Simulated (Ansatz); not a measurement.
# C2H5Ge radical: how energies converge with the basis set

Aim: see how fast density functionals converge with the basis set for C2H5Ge radical.

Program: Ansatz 0.2.0, Gaussian basis. Level of theory: one geometry, several basis sets. These are calculated values, not measurements.

The runs, in order: PBE0-D4/def2-SVP; ωB97M-V/def2-SVP; PBE0-D4/def2-QZVPP; ωB97M-V/def2-QZVPP; the functionals' def2-TZVPP values are taken from earlier runs.

## (1) Structure used throughout

An earlier PBE0-D4/def2-TZVP relaxation fixed the geometry.

SMILES `C=[CH][GeH2]`, 8 atoms, charge 0, spin multiplicity 2.

Atoms are counted from 1 here; the program's logs count them from 0.

Bond lengths: C1–C2 1.334 Å, C1–H4 1.086 Å, C1–H5 1.086 Å, C2–Ge3 1.920 Å, C2–H6 1.088 Å, Ge3–H7 1.542 Å, Ge3–H8 1.541 Å. Angles: C2–C1–H4 121.8°, C2–C1–H5 122.0°, H4–C1–H5 116.2°, C1–C2–Ge3 123.7°, C1–C2–H6 118.9°, Ge3–C2–H6 117.3°, C2–Ge3–H7 111.3°, C2–Ge3–H8 112.7°, H7–Ge3–H8 112.0°.

## (2) PBE0-D4 in def2-SVP

in.yaml

```yaml
crystal:
  periodic: [false, false, false]
  atoms:
    - {symbol: C, position_ang: [-0.562366, 1.104140, -0.571678]}
    - {symbol: C, position_ang: [-0.575458, 0.045870, 0.240681]}
    - {symbol: Ge, position_ang: [0.997796, -0.936213, 0.736775]}
    - {symbol: H, position_ang: [-1.466856, 1.660754, -0.800157]}
    - {symbol: H, position_ang: [0.348949, 1.453166, -1.048769]}
    - {symbol: H, position_ang: [-1.514543, -0.250786, 0.702391]}
    - {symbol: H, position_ang: [2.146158, -0.697594, -0.264046]}
    - {symbol: H, position_ang: [0.718420, -2.436535, 0.948904]}
basis:
  gaussian: {orbitals: def2-SVP}
magnetization: {spin_polarized: true, initial_magnetization: 1}
hamiltonian: {xc: pbe0, dispersion: d4}
output: {orbitals: {seedname: orbitals}}
```

On the command line:

```sh
$ ansatz run in.yaml --threads 4 --pin off --events-out ev --progress --plain --max-ram 10444MiB
```

After this run come: ωB97M-V in def2-SVP; PBE0-D4 in def2-QZVPP; ωB97M-V in def2-QZVPP.

Before running them: what should the planned runs give, taken together? Wanted: PBE0-D4: double and triple zeta above quadruple; ωB97M-V: double and triple zeta above quadruple.

As calculated:

| quantity | value |
| --- | --- |
| PBE0-D4: double and triple zeta above quadruple | 10.82, 1.35 eV |
| ωB97M-V: double and triple zeta above quadruple | 10.91, 1.32 eV |

In words: PBE0-D4 gains 9.48 eV from double to triple zeta, then 1.35 eV more. Total energies overstate the basis error of differences, where much of it tends to cancel.
